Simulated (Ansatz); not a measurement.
# SnNH₅ (built from SMILES [NH2][SnH3]): a reaction path by the nudged elastic band

What path joins these two structures, and how high does it climb? Both ends were relaxed at PBE0-D4 in triple zeta.

Computed with Ansatz 0.2.0, Gaussian basis. Level: PBE0-D4/def2-SVP.

12 further runs of the same task are left out: 2 that didn't finish, 10 set aside as unsound or not needed.

**1. The system as given**

The first end: 7 atoms, charge 0, spin multiplicity 1.

Atoms are counted from 1 here; the program's logs count them from 0.

Bond lengths: Sn1–N3 2.394 Å, Sn1–H5 1.780 Å, Sn1–H6 1.780 Å, H2–N3 1.013 Å, N3–H4 1.013 Å, N3–H7 1.013 Å. Angles: N3–Sn1–H5 83.9°, N3–Sn1–H6 83.9°, H5–Sn1–H6 91.3°, Sn1–N3–H2 107.1°, Sn1–N3–H4 112.0°, Sn1–N3–H7 112.0°, H2–N3–H4 108.6°, H2–N3–H7 108.6°, H4–N3–H7 108.4°.

As a file:

```xyz
7
charge 0, multiplicity 1
Sn    0.5019   -1.1064    1.0617
H    -0.6986    0.8212   -0.6774
N     0.2687    0.5218   -0.6777
H     0.8570    1.3312   -0.5212
H    -0.9976   -1.7767    0.3750
H    -0.4189    0.0711    2.0286
H     0.4876    0.1379   -1.5890
```

The second end:

```
Sn    0.22326   -1.39180    0.78512
H    -0.27612    0.18074   -1.63498
N     0.17803    0.43188   -0.76521
H    -0.34934    1.17883   -0.33023
H    -1.51494   -1.04578    0.95151
H     0.63126   -0.12721    1.96957
H     1.10794    0.77334   -0.97578
```

**2. The band at PBE0-D4/def2-SVP**

Input file neb/in.yaml:

```yaml
crystal:
  periodic: [false, false, false]
  atoms:
    - {symbol: Sn, position_ang: [0.501880, -1.106413, 1.061715]}
    - {symbol: H, position_ang: [-0.698606, 0.821175, -0.677397]}
    - {symbol: N, position_ang: [0.268687, 0.521768, -0.677679]}
    - {symbol: H, position_ang: [0.857033, 1.331212, -0.521165]}
    - {symbol: H, position_ang: [-0.997611, -1.776692, 0.375023]}
    - {symbol: H, position_ang: [-0.418889, 0.071086, 2.028550]}
    - {symbol: H, position_ang: [0.487604, 0.137862, -1.589047]}
basis:
  gaussian: {orbitals: def2-SVP}
hamiltonian: {xc: pbe0, dispersion: d4}
neb:
  images: 5
  climbing: true
  max_iterations: 40
  initial_path: idpp
  final_atoms:
    - {symbol: Sn, position_ang: [0.223257, -1.391798, 0.785121]}
    - {symbol: H, position_ang: [-0.276116, 0.180743, -1.634985]}
    - {symbol: N, position_ang: [0.178035, 0.431880, -0.765208]}
    - {symbol: H, position_ang: [-0.349338, 1.178829, -0.330229]}
    - {symbol: H, position_ang: [-1.514942, -1.045783, 0.951509]}
    - {symbol: H, position_ang: [0.631263, -0.127210, 1.969569]}
    - {symbol: H, position_ang: [1.107941, 0.773338, -0.975777]}
```

On the command line:

```bash
ansatz run in.yaml --threads 2 --pin off --events-out ev --progress --plain --max-ram 4352MiB
```

**Question.** What will these runs give? Wanted: from earlier runs: barrier over the separately found saddle, CCSD(T)/def2-TZVPP.

**Answer**, as computed:

| quantity | value |
| --- | --- |
| PBE0-D4/def2-SVP, 4 iterations | highest 0.009 eV (image 3), last end 0.000 eV |
| from earlier runs: barrier over the separately found saddle, CCSD(T)/def2-TZVPP | 0.013 eV |

The highest image lies 0.009 eV above the first end, and it climbed, so it estimates the saddle. The ends are not quite minima at this level (largest force component 0.25 eV/Å), so the heights are unreliable: relaxing the first end would lower it and raise the barrier above it. The highest image is 0.004 eV below the CCSD(T) barrier in triple zeta, which comes from separate runs on the saddle.
